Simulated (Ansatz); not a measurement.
# C₂H₆ClFO₂Zr: up Jacob's ladder to CCSD(T)

The task here is to estimate one member of a computed series from the others.

Program: Ansatz 0.2.0, Gaussian basis. Level of theory: functionals in def2-TZVPP, the program's frozen cores in correlated methods. These are calculated values, not measurements.

Levels to be run: LDA (SPW92), PBE-D4, revPBE-D4, BLYP-D4, r2SCAN-D4, B97M-V, PBE0-D4, B3LYP-D4, r2SCANh-D4, r2SCAN0-D4, HSE06-D4, BHLYP-D4, CAM-B3LYP-D4, LC-ωPBE, ωB97X-V, ωB97M-V, B2PLYP, PBE-QIDH; CCSD(T)/def2-SVP; CCSD(T)/def2-TZVPP; MP2/def2-QZVPP; extrapolation to the limit; RPA on PBE.

### Structure used throughout

All runs share one geometry, relaxed beforehand with PBE0-D4 in a triple-zeta def2 set. Zr takes the def2 core potential; no spin-orbit term is included.

13 atoms, charge 0, spin multiplicity 1.

Atoms are counted from 1 here; the program's logs count them from 0.

Bond lengths: C1–C2 1.511 Å, C1–H8 1.093 Å, C1–H9 1.092 Å, C1–H10 1.092 Å, C2–O3 1.400 Å, C2–H11 1.096 Å, C2–H12 1.096 Å, O3–Zr4 1.890 Å, Zr4–O5 1.909 Å, Zr4–F6 1.910 Å, Zr4–Cl7 2.373 Å, O5–H13 0.953 Å. Angles: C2–C1–H8 110.2°, C2–C1–H9 110.7°, C2–C1–H10 110.8°, H8–C1–H9 108.4°, H8–C1–H10 108.4°, H9–C1–H10 108.4°, C1–C2–O3 111.2°, C1–C2–H11 110.6°, C1–C2–H12 110.6°, O3–C2–H11 108.3°, O3–C2–H12 108.6°, H11–C2–H12 107.5°, C2–O3–Zr4 178.5°, O3–Zr4–O5 110.6°, O3–Zr4–F6 108.2°, O3–Zr4–Cl7 108.3°, O5–Zr4–F6 109.1°, O5–Zr4–Cl7 110.2° and more.

Coordinates:

```mol
C2H6ClFO2Zr
  3D, bonds by distance, orders not assigned

 13 12  0  0  0  0  0  0  0  0999 V2000
   -2.1655   -0.1419    0.2844 C   0  0
   -0.8652   -0.7539    0.7514 C   0  0
    0.2205   -0.2580    0.0191 O   0  0
    1.6834    0.4545   -0.9430 Zr  0  0
    3.0202    1.1055    0.2536 O   0  0
    1.0454    1.9016   -2.0144 F   0  0
    2.5775   -1.2617   -2.3166 Cl  0  0
   -2.9998   -0.5409    0.8663 H   0  0
   -2.3418   -0.3679   -0.7693 H   0  0
   -2.1484    0.9432    0.4062 H   0  0
   -0.8894   -1.8433    0.6361 H   0  0
   -0.6980   -0.5388    1.8131 H   0  0
    3.5610    1.3018    1.0131 H   0  0
  1  2  8  0
  2  3  8  0
  3  4  8  0
  4  5  8  0
  4  6  8  0
  4  7  8  0
  1  8  8  0
  1  9  8  0
  1 10  8  0
  2 11  8  0
  2 12  8  0
  5 13  8  0
M  END
```

The first run:

File in.yaml:

```yaml
crystal:
  periodic: [false, false, false]
  atoms:
    - {symbol: C, position_ang: [-2.165470, -0.141938, 0.284392]}
    - {symbol: C, position_ang: [-0.865199, -0.753866, 0.751362]}
    - {symbol: O, position_ang: [0.220466, -0.257996, 0.019105]}
    - {symbol: Zr, position_ang: [1.683396, 0.454532, -0.942986]}
    - {symbol: O, position_ang: [3.020229, 1.105493, 0.253566]}
    - {symbol: F, position_ang: [1.045445, 1.901589, -2.014445]}
    - {symbol: Cl, position_ang: [2.577534, -1.261704, -2.316560]}
    - {symbol: H, position_ang: [-2.999750, -0.540943, 0.866347]}
    - {symbol: H, position_ang: [-2.341840, -0.367942, -0.769271]}
    - {symbol: H, position_ang: [-2.148436, 0.943187, 0.406212]}
    - {symbol: H, position_ang: [-0.889383, -1.843325, 0.636081]}
    - {symbol: H, position_ang: [-0.697988, -0.538826, 1.813102]}
    - {symbol: H, position_ang: [3.560996, 1.301751, 1.013105]}
basis:
  gaussian: {orbitals: def2-TZVPP}
hamiltonian: {xc: lda}
output: {orbitals: {seedname: orbitals}}
```

On the command line:

```
> ansatz run in.yaml --threads 2 --pin off --events-out ev --progress --plain --max-ram 31744MiB --backend cuda --devices 0, --max-vram 18GiB
```

Steps of the session up to this table: LDA; PBE-D4 (GGA); revPBE-D4 (GGA); BLYP-D4 (GGA); r2SCAN-D4 (meta-GGA); B97M-V (meta-GGA); PBE0-D4 (hybrid); B3LYP-D4 (hybrid); r2SCANh-D4 (hybrid); r2SCAN0-D4 (hybrid); HSE06-D4 (hybrid); BHLYP-D4 (hybrid); CAM-B3LYP-D4 (range-separated); LC-ωPBE (range-separated); ωB97X-V (range-separated); ωB97M-V (range-separated); B2PLYP (double hybrid); PBE-QIDH (double hybrid).

One table of the session follows, with a row left open; its other results are not shown here.

It belongs to the step «Orbital energies across the functionals». 

```
  functional  HOMO (eV)  gap (eV)
 LDA (SPW92)      -7.27      5.63
      PBE-D4      -7.12      5.72
   revPBE-D4      -7.06      5.75
     BLYP-D4          ?         ?
   r2SCAN-D4      -7.45      6.24
      B97M-V      -7.55      6.35
     PBE0-D4      -8.59      8.06
    B3LYP-D4      -8.35      7.57
  r2SCANh-D4      -8.00      7.10
  r2SCAN0-D4      -8.82      8.41
    HSE06-D4      -8.19      7.27
    BHLYP-D4      -9.97     10.12
CAM-B3LYP-D4     -10.00     10.29
     LC-ωPBE     -11.35     12.67
     ωB97X-V     -11.01     12.19
     ωB97M-V     -10.90     11.52
```

Q: Estimate the row for BLYP-D4 from the others.

Worked estimate for «HOMO (eV)». Against the share of exact exchange, B3LYP-D4 (0.2, -8.35), BHLYP-D4 (0.5, -9.97) give a slope of -5.40 per unit share; at 0 the line stands at -7.27.

The run gave: HOMO (eV): -7.01; gap (eV): 5.72. In «HOMO (eV)» the line misses by -0.26.
